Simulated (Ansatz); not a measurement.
# Mg6VCd (Amm2) in Ansatz: single point with PBE

Aim: the single point of Mg6VCd with PBE.

Program: Ansatz 0.2.0. These are calculated values, not measurements. Logs are shortened: lines on timing, memory, paths and dates and some standing lists are left out, and cuts for length are marked.

## 1. The cell of the first run

Symmetry: Amm2, No. 38, orthorhombic system. The conventional cell has a = 5.005 Å, b = 6.237 Å, c = 10.871 Å, α = 90.00°, β = 90.00°, γ = 90.00°. Around Cd (site symmetry mm2) lie 10 Mg at 3.09 to 3.15 Å and 2 V at 3.12 Å. V (site symmetry mm2) is surrounded by 10 Mg at 3.05 to 3.14 Å and 2 Cd at 3.12 Å. Mg (site symmetry mm2) is surrounded by 2 Cd at 3.09 Å and 10 Mg at 3.09 to 3.14 Å. Around Mg (site symmetry mm2) lie 10 Mg at 3.03 to 3.24 Å and 2 V at 3.05 Å. Mg (site symmetry m) is surrounded by 8 Mg at 3.02 to 3.24 Å and 2 V at 3.05 Å and 2 Cd at 3.10 Å. Mg (site symmetry m) has 8 Mg at 3.09 to 3.15 Å and 2 Cd at 3.11 to 3.15 Å and 2 V at 3.12 to 3.14 Å as nearest neighbours.

The cell comes from a database or a generator and needn't be the stable form of this composition.

## 2. Single point, PBE, collinear spin, ferromagnetic start (another cell of the same crystal, with 8 atoms)

The input, input.yaml:

```yaml
crystal:
  lattice:
    - [5.005011, 0.0, 0.0]
    - [0.0, 6.26658579, 0.0]
    - [0.0, 3.1624017621, 5.4101120652]
  atoms:
    - { symbol: Cd, position: [0.5, 0.665783, 0.665783] }
    - { symbol: V, position: [0.5, 0.167202, 0.167202], spin: 2.0 }
    - { symbol: Mg, position: [0.0, 0.83312, 0.83312] }
    - { symbol: Mg, position: [0.0, 0.327782, 0.327782] }
    - { symbol: Mg, position: [0.0, 0.32802, 0.844388] }
    - { symbol: Mg, position: [0.0, 0.844388, 0.32802] }
    - { symbol: Mg, position: [0.5, 0.169515, 0.664185] }
    - { symbol: Mg, position: [0.5, 0.664185, 0.169515] }
hamiltonian:
  xc: pbe
  pseudopotentials: { kind: paw }
magnetization:
  spin_polarized: true
kpoints:
  mp_grid: { grid: [6, 5, 5] }
scf:
  occupations: { method: gaussian, width: 0.1 }
output:
  forces: true
  stress: true
  eigenvalues: true
```

Potentials or basis: Ansatz PAW.

On the command line:

```console
> ansatz run input.yaml --threads 4 --pin off --max-ram 11264MiB --backend cpu --events-out ev --progress --plain --runs-dir out
```

What it wrote:

```text
Warning: RAYON_NUM_THREADS=4 ignored (pool sized by the plan → 4); use --threads N
Engine: ansatz 0.2.0, aarch64-unknown-linux-gnu
Pseudopotentials: kind: paw
Pseudopotential: Cd, paw, valence charge 20, recommended cutoff 420 eV (normal), Cd.paw.azcp
Pseudopotential: V, paw, valence charge 13, recommended cutoff 420 eV (normal), V.paw.azcp
Pseudopotential: Mg, paw, valence charge 10, recommended cutoff 420 eV (normal), Mg.paw.azcp
Functional definition: PBE
  parameter kappa = 0.804
  parameter beta = 0.06672455060314922
  exchange = pbe_x(kappa = kappa, mu = beta*pi^2/3)
  correlation = pbe_c(beta = beta)
Crystal: 8 atoms, lattice volume = 169.685 Å³
Basis set: ecut = 420 eV, 3345 PW (Γ), exchange–correlation on 72×90×90 points (8 copies of the dense FFT grid, shifted against one another)
Bands: 57, of which v1, the nominal top of the filled ones, is band 47 counted from 1 (46 counted from 0)
Symmetry: 4 space group operations
Space group: Amm2 (ITA 38), of the structure as read, at distance tolerance 5.5e-5 Å
Magnetic group: BNS 38.187 (UNI 285), of the structure as read, at distance tolerance 5.5e-5 Å
k-points: 36 of 150 (time reversal used)
Non-local potential: Cd, projectors of the file, l = 0: 3, l = 1: 2, l = 2: 2, l = 3: 1
Non-local potential: V, projectors of the file, l = 0: 3, l = 1: 2, l = 2: 3, l = 3: 1
Non-local potential: Mg, projectors of the file, l = 0: 3, l = 1: 2, l = 2: 1
PAW form: soft (Blöchl's): semilocal exchange-correlation on the pseudo side does not see the compensation charge
PAW one-centre angular grid: Cd, 590 points (default); XC on 64 Gauss nodes
PAW one-centre angular grid: V, 590 points (default); XC on 64 Gauss nodes
PAW one-centre angular grid: Mg, 110 points (default); XC on 64 Gauss nodes
Initial density: superposition of atomic densities (chi_scale 0.1, normalization cell)
Starting moments: Σ|m| = 2 μB on 1 of 8 sites
Initial wavefunctions: pseudopotential atomic-orbital guess
Functional: x = pbe(κ = 0.804, μ = 0.2195149727645171), c = pbe(β = 0.06672455060314922)
SCF iter   1: F=—  HF=-22708.724358 eV  |F-HF|=—  |Δ(HF+E_count)|=         —  Δρ=2.52e-2 (↑2.52e-2 ↓1.33e-2)  dr2=3.69e0  dr2_m=3.34e-1  M=2.839 μB ∫|m|=3.142 μB  β_m=0.30  ethr=3.10e-3  ⟨swp⟩=8.6  Hψ=15652  notcnv=0  defer=7
Mixer restart at iter 1: flushing history
preconditioner: auto → Kerker (q_TF=auto, 2.468 Å⁻¹)  [metal: Δε(μ)=0.027 eV  Ē_g=6.500 eV  σ=0.100 eV  W_gap=0.15  n_scr=44 (ndim 8)  ℏωp=15.4 eV  f_vac=0.000  D(μ)=4.73/eV (n_scr^D=26)]
spin=Collinear: Kerker preconditioning applied to the charge; magnetization (m = ρ↑ − ρ↓) channel mixes plain (no charge-response kernel on spin).
SCF iter   2: F=—  HF=-22708.890784 eV  |F-HF|=—  |Δ(HF+E_count)|=   1.66e-1  Δρ=1.90e-2 (↑1.90e-2 ↓9.74e-3)  dr2=2.40e0  dr2_m=1.95e-1  M=2.936 μB ∫|m|=3.276 μB  β_m=0.65  ethr=3.10e-3  ⟨swp⟩=2.0  Hψ=5198  notcnv=0  defer=227
SCF iter   3: F=—  HF=-22708.705386 eV  |F-HF|=—  |Δ(HF+E_count)|=   1.85e-1  Δρ=3.61e-3 (↑3.61e-3 ↓2.40e-3)  dr2=1.41e-1  dr2_m=1.43e-3  M=3.260 μB ∫|m|=3.688 μB  β_m=0.72  ethr=2.58e-3  ⟨swp⟩=2.8  Hψ=5522  notcnv=0  defer=250
SCF iter   4: F=—  HF=-22708.714361 eV  |F-HF|=—  |Δ(HF+E_count)|=   8.98e-3  Δρ=3.72e-3 (↑3.72e-3 ↓1.07e-3)  dr2=3.81e-2  dr2_m=4.33e-3  M=3.257 μB ∫|m|=3.689 μB  β_m=0.86  ethr=1.51e-4  ⟨swp⟩=2.1  Hψ=6543  notcnv=0  defer=248
SCF iter   5: F=—  HF=-22708.746241 eV  |F-HF|=—  |Δ(HF+E_count)|=   3.19e-2  Δρ=2.68e-3 (↑2.68e-3 ↓8.04e-4)  dr2=1.17e-2  dr2_m=3.76e-3  M=3.275 μB ∫|m|=3.696 μB  β_m=0.82  ethr=4.09e-5  ⟨swp⟩=2.0  Hψ=7345  notcnv=0  defer=248
SCF iter   6: F=—  HF=-22708.744927 eV  |F-HF|=—  |Δ(HF+E_count)|=   1.31e-3  Δρ=7.06e-4 (↑7.06e-4 ↓3.33e-4)  dr2=2.66e-3  dr2_m=1.06e-4  M=3.241 μB ∫|m|=3.663 μB  β_m=0.77  ethr=1.26e-5  ⟨swp⟩=2.0  Hψ=5965  notcnv=0  defer=248
SCF iter   7: F=—  HF=-22708.744667 eV  |F-HF|=—  |Δ(HF+E_count)|=   2.60e-4  Δρ=2.32e-4 (↑2.32e-4 ↓1.82e-4)  dr2=4.41e-4  dr2_m=5.83e-6  M=3.251 μB ∫|m|=3.673 μB  β_m=0.83  ethr=2.86e-6  ⟨swp⟩=1.6  Hψ=4313  notcnv=0  defer=248
SCF iter   8: F=—  HF=-22708.744674 eV  |F-HF|=—  |Δ(HF+E_count)|=   6.76e-6  Δρ=1.27e-4 (↑1.27e-4 ↓8.95e-5)  dr2=1.19e-4  dr2_m=1.62e-6  M=3.255 μB ∫|m|=3.677 μB  β_m=0.91  ethr=4.74e-7  ⟨swp⟩=2.0  Hψ=4609  notcnv=0  defer=248
SCF iter   9: F=—  HF=-22708.744656 eV  |F-HF|=—  |Δ(HF+E_count)|=   1.72e-5  Δρ=2.14e-5 (↑1.88e-5 ↓2.14e-5)  dr2=4.23e-6  dr2_m=3.98e-8  M=3.259 μB ∫|m|=3.681 μB  β_m=0.88  ethr=1.28e-7  ⟨swp⟩=1.7  Hψ=4391  notcnv=0  defer=248
SCF iter  10: F=—  HF=-22708.744644 eV  |F-HF|=—  |Δ(HF+E_count)|=   1.24e-5  Δρ=3.80e-6 (↑3.80e-6 ↓3.72e-6)  dr2=1.33e-7  dr2_m=7.10e-9  M=3.259 μB ∫|m|=3.681 μB  β_m=0.94  ethr=4.54e-9  ⟨swp⟩=2.0  Hψ=5064  notcnv=0  defer=248
SCF iter  11: F=—  HF=-22708.744644 eV  |F-HF|=—  |Δ(HF+E_count)|=   2.47e-9  Δρ=1.91e-6 (↑1.91e-6 ↓1.28e-6)  dr2=2.10e-8  dr2_m=1.17e-9  M=3.259 μB ∫|m|=3.681 μB  β_m=0.97  ethr=1.43e-10  ⟨swp⟩=2.1  Hψ=7082  notcnv=0  defer=248
SCF iter  12: F=-22708.744644 eV  HF=-22708.744644 eV  |F-HF|=4.12e-8  |Δ(HF+E_count)|=   1.06e-9  Δρ=3.70e-6 (↑3.70e-6 ↓6.52e-7)  dr2=4.41e-8  dr2_m=4.71e-9  M=3.259 μB ∫|m|=3.681 μB  ethr=2.25e-11  ⟨swp⟩=8.5  Hψ=16362  notcnv=0
SCF 1 converged in 12 iterations: F = -22708.744644 eV  dr2 = 4.41e-8
SCF converged after 12 iterations
Magnetization: 3.2592 μB (48.1296 up, 44.8704 down)
Absolute magnetization: 3.6851 μB (∫|ρ↑−ρ↓|, with the PAW one-centre terms)
Spin contamination: 0.2696 ħ² per cell (⟨S²⟩ above its minimum at these occupations)
Per-site moments (μB) at R_I (Å): [(-0.012420255315585957, 1.27619491344101), (2.735458252205395, 1.2586178663444967), (0.007094044610525836, 1.27619491344101), (0.020498460630287093, 1.2492470073048247), (0.020201437859660294, 1.2443518682247472), (0.020201437859660786, 1.2443518682247472), (-0.010109212041090254, 1.272751882949713), (-0.010109212041090368, 1.272751882949713)]
Free energy (F): -22708.744644 eV
Harris-Foulkes:  -22708.744644 eV  (|F-HF|=4.12e-8)
Internal energy: -22708.720260 eV  (E = F + TS)
E sigma→0 (E₀):  -22708.732452 eV
Entropy (-TS):   -0.024384 eV (-3.048 meV/atom)
Fermi energy:    7.774629 eV
--- Per-component energies (eV) ---
  E_band       = -2794.979957
  E_kinetic    = 1288.005255
  E_local      = -14346.898905  (includes V_loc(G=0)·N_el)
  E_nonlocal   = 564.966886
  E_hartree    = 5605.874878
  E_xc         = -477.422850
  E_vxc        = -606.540159  (∫ρ·V_xc dr)
  E_paw        = -6950.985164  (= ΣΔE_a)
  E_vpaw       = -906.267846  (= ΣTr[D̂ρ^β])
  E_aug_tail   = 0.000263  (compensation charges beyond the density's cutoff)
  E_ewald      = -8392.260622
  E_smearing   = -0.024384  (= −TS)
  E_closure    = -0.000000  (closes the sum)
  Σ components = -22708.744644   (vs F -22708.744644, Δ=0.00e0)
--- Forces (eV/Å), atoms counted from 1 ---
  atom   1  Cd     0.00000000    -0.00077058    -0.00044214
  atom   2  V      0.00000000     0.01082316     0.00621005
  atom   3  Mg     0.00000000    -0.02305756    -0.01322984
  atom   4  Mg     0.00000000    -0.01827346    -0.01048485
  atom   5  Mg     0.00000000     0.00945272     0.00007984
  atom   6  Mg     0.00000000     0.00483920     0.00812050
  atom   7  Mg     0.00000000     0.01127844     0.00002184
  atom   8  Mg     0.00000000     0.00571047     0.00972595
  max |Σ_I F_I| component: 2.39e-6 eV/Å
--- Stress (GPa, compression-positive) ---
        0.413075      -0.000000       0.000000
        0.000000      -0.066339      -0.061674
        0.000000      -0.061674       0.005762
  P = ⅓ Tr σ = 0.1175 GPa (1.175 kbar)
--- Band table (eV; the first three rows and the last of 72) ---
  k-point 0 ↑: bands = ["-95.0655", "-68.3094", "-68.0431", "-68.0417", "-68.0163", "-68.0148", "-67.8632", "-57.0206", "-56.1200", "-56.1150", "-56.0705", "-35.0649", "-35.0644", "-35.0634", "-34.8179", "-34.8082", "-34.8060", "-34.8027", "-34.7872", "-34.7783", "-34.7763", "-34.7721", "-34.7658", "-34.7605", "-34.7583", "-34.7573", "-34.6290", "-34.6130", "-34.6069", "-30.9311", "-30.9035", "-30.8431", "-1.0217", "-0.9534", "-0.9489", "-0.9412", "-0.9100", "0.4210", "4.7399", "5.3598", "5.4588", "5.5235", "5.6771", "5.7396", "6.1989", "6.7600", "7.0080", "7.0627", "7.8004", "8.0983", "8.7939", "10.6522", "10.7976", "11.0361", "11.5134", "11.5647", "11.6150"]
  k-point 1 ↑: bands = ["-95.0655", "-68.3094", "-68.0429", "-68.0418", "-68.0162", "-68.0149", "-67.8632", "-57.0206", "-56.1200", "-56.1150", "-56.0705", "-35.0649", "-35.0643", "-35.0634", "-34.8163", "-34.8081", "-34.8061", "-34.8040", "-34.7860", "-34.7788", "-34.7753", "-34.7715", "-34.7667", "-34.7603", "-34.7589", "-34.7584", "-34.6291", "-34.6132", "-34.6069", "-30.9311", "-30.9035", "-30.8431", "-1.0198", "-0.9538", "-0.9413", "-0.9366", "-0.9090", "0.6317", "3.7000", "4.6923", "4.7288", "6.0465", "6.2420", "6.2574", "6.8780", "6.9775", "7.1705", "7.2268", "8.0552", "8.4063", "8.9515", "9.7176", "10.6197", "10.6285", "10.6545", "11.2033", "11.4284"]
  k-point 2 ↑: bands = ["-95.0655", "-68.3094", "-68.0426", "-68.0421", "-68.0159", "-68.0152", "-67.8632", "-57.0206", "-56.1200", "-56.1150", "-56.0705", "-35.0647", "-35.0640", "-35.0634", "-34.8123", "-34.8078", "-34.8073", "-34.8065", "-34.7837", "-34.7800", "-34.7726", "-34.7700", "-34.7687", "-34.7626", "-34.7599", "-34.7588", "-34.6294", "-34.6135", "-34.6069", "-30.9312", "-30.9036", "-30.8431", "-1.0170", "-0.9546", "-0.9375", "-0.9209", "-0.9074", "1.2464", "2.3547", "4.2921", "4.3882", "6.3489", "6.3610", "6.7098", "6.9162", "7.3506", "7.5239", "7.9850", "8.4621", "8.6727", "9.0363", "9.6632", "10.2226", "10.3777", "10.5754", "10.6826", "11.1732"]
  k-point 35 ↓: bands = ["-95.0588", "-68.3058", "-68.0479", "-68.0468", "-68.0145", "-68.0133", "-67.8617", "-56.1177", "-56.1108", "-56.0595", "-54.5188", "-35.0607", "-35.0606", "-35.0598", "-34.8250", "-34.8154", "-34.8136", "-34.8122", "-34.7887", "-34.7810", "-34.7770", "-34.7701", "-34.7701", "-34.7566", "-34.7537", "-34.7519", "-34.6324", "-34.6116", "-34.6016", "-28.5141", "-28.4381", "-28.2637", "-0.9955", "-0.9763", "-0.9344", "-0.9235", "-0.9156", "3.0847", "3.5200", "3.5997", "3.6262", "4.6372", "5.0074", "7.3568", "7.4424", "8.5716", "8.7650", "9.1140", "9.2286", "10.0233", "10.2982", "10.4510", "10.5838", "11.0011", "12.4438", "12.8581", "13.1422"]
```

Run time: 24 s. Hardware: 4 threads of Arm Neoverse V1, shared host; peak memory 0.82 GiB.

Results:

```yaml
Free_energy: -22708.7446 eV
Pressure: 0.1 GPa
Largest_force: 0.027 eV/Å
Band_gap_on_the_k_mesh: none (metal or under the smearing width)
Net_moment: 3.26 μB per cell
Absolute_moment: 3.69 μB per cell
Site_moments: Cd -0.01; V +2.74; Mg +0.01, +0.02, -0.01 μB
```

Forces in eV/Å, atoms in the order of the input:
```
Cd   0.000 -0.001  0.000
V    0.000  0.011  0.006
Mg   0.000 -0.023 -0.013
Mg   0.000 -0.018 -0.010
Mg   0.000  0.009  0.000
Mg   0.000  0.005  0.008
Mg   0.000  0.011  0.000
Mg   0.000  0.006  0.010
```

Levels at points of the mesh, in eV from the Fermi level:
Spin up:
| k point | band 46 | band 47 | band 48 | band 49 | band 50 | band 51 |
| --- | --- | --- | --- | --- | --- | --- |
| (0.00, 0.00, 0.00) | -1.01 | -0.77 | -0.71 | 0.03 | 0.32 | 1.02 |
| (-0.50, 0.00, 0.00) | -0.98 | -0.98 | -0.87 | -0.80 | -0.68 | -0.07 |
Spin down:
```csv
k point,band 42,band 43,band 44,band 45,band 46,band 47,band 48,band 49
"(0.00, 0.00, 0.00)",-1.93,-1.86,-1.81,-1.44,-0.47,1.13,1.36,1.87
"(-0.50, 0.00, 0.00)",-1.24,-1.12,-0.75,-0.72,-0.65,-0.43,-0.42,-0.36
```
